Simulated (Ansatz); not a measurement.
# SiOF₃ radical: a ladder of functionals and wavefunction methods

One table from this session's results is given with a row withheld; the runs are named, their logs left out.

Program: Ansatz 0.2.0, Gaussian basis. Level of theory: functionals in def2-TZVPP, the program's frozen cores in correlated methods. These are calculated values, not measurements.

Levels to be run: LDA (SPW92), PBE-D4, revPBE-D4, BLYP-D4, r2SCAN-D4, B97M-V, PBE0-D4, B3LYP-D4, r2SCANh-D4, r2SCAN0-D4, HSE06-D4, BHLYP-D4, CAM-B3LYP-D4, LC-ωPBE, ωB97X-V, ωB97M-V, B2PLYP, PBE-QIDH; CCSD(T)/def2-SVP; CCSD(T)/def2-TZVPP; MP2/def2-QZVPP; extrapolation to the limit; RPA on PBE.

**The relaxed structure**

An earlier PBE0-D4 in a triple-zeta def2 set relaxation fixed the geometry.

SMILES `[O][Si](F)(F)F`, 5 atoms, charge 0, spin multiplicity 2.

Atoms are counted from 1 here; the program's logs count them from 0.

Bond lengths: O1–Si2 1.650 Å, Si2–F3 1.565 Å, Si2–F4 1.564 Å, Si2–F5 1.565 Å. Angles: O1–Si2–F3 111.7°, O1–Si2–F4 105.6°, O1–Si2–F5 111.4°, F3–Si2–F4 110.3°, F3–Si2–F5 107.4°, F4–Si2–F5 110.5°.

Set-up of the first run:

Contents of in.yaml:

```yaml
crystal:
  periodic: [false, false, false]
  atoms:
    - {symbol: O, position_ang: [1.086960, 1.214228, -0.016213]}
    - {symbol: Si, position_ang: [-0.007537, -0.020201, -0.003186]}
    - {symbol: F, position_ang: [-1.326124, 0.366238, -0.752381]}
    - {symbol: F, position_ang: [0.697250, -1.214273, -0.727618]}
    - {symbol: F, position_ang: [-0.400548, -0.419592, 1.457998]}
basis:
  gaussian: {orbitals: def2-TZVPP}
magnetization: {spin_polarized: true, initial_magnetization: 1}
hamiltonian: {xc: lda}
output: {orbitals: {seedname: orbitals}}
```

Started as:

```sh
ansatz run in.yaml --threads 4 --pin off --events-out ev --progress --plain --max-ram 10444MiB
```

Among the steps run: LDA; PBE-D4 (GGA); revPBE-D4 (GGA); BLYP-D4 (GGA); r2SCAN-D4 (meta-GGA); B97M-V (meta-GGA); PBE0-D4 (hybrid); B3LYP-D4 (hybrid); r2SCANh-D4 (hybrid); r2SCAN0-D4 (hybrid); HSE06-D4 (hybrid); BHLYP-D4 (hybrid); CAM-B3LYP-D4 (range-separated); LC-ωPBE (range-separated); ωB97X-V (range-separated); ωB97M-V (range-separated); B2PLYP (double hybrid); PBE-QIDH (double hybrid).

One table of the session follows, with a row left open; its other results are not shown here.

It belongs to the step «Frontier levels by functional». 

```
  functional  HOMO (eV)  LUMO (eV)  gap (eV)
 LDA (SPW92)      -8.71      -8.55      0.16
      PBE-D4      -8.59      -7.78      0.81
   revPBE-D4          ?          ?         ?
     BLYP-D4      -8.51      -7.77      0.74
   r2SCAN-D4      -9.08      -7.03      2.05
      B97M-V      -9.17      -6.94      2.23
     PBE0-D4     -10.56      -5.93      4.62
    B3LYP-D4     -10.27      -6.54      3.73
  r2SCANh-D4      -9.80      -6.37      3.43
  r2SCAN0-D4     -10.88      -5.40      5.48
    HSE06-D4     -10.14      -6.34      3.79
    BHLYP-D4     -12.43      -4.18      8.24
CAM-B3LYP-D4     -12.15      -4.85      7.31
     LC-ωPBE     -13.58      -3.29     10.29
     ωB97X-V     -13.15      -3.64      9.51
     ωB97M-V     -13.05      -3.65      9.40
```

**Question.** Estimate the row for revPBE-D4.

**Answer.** HOMO (eV): -8.51; LUMO (eV): -7.58; gap (eV): 0.93.
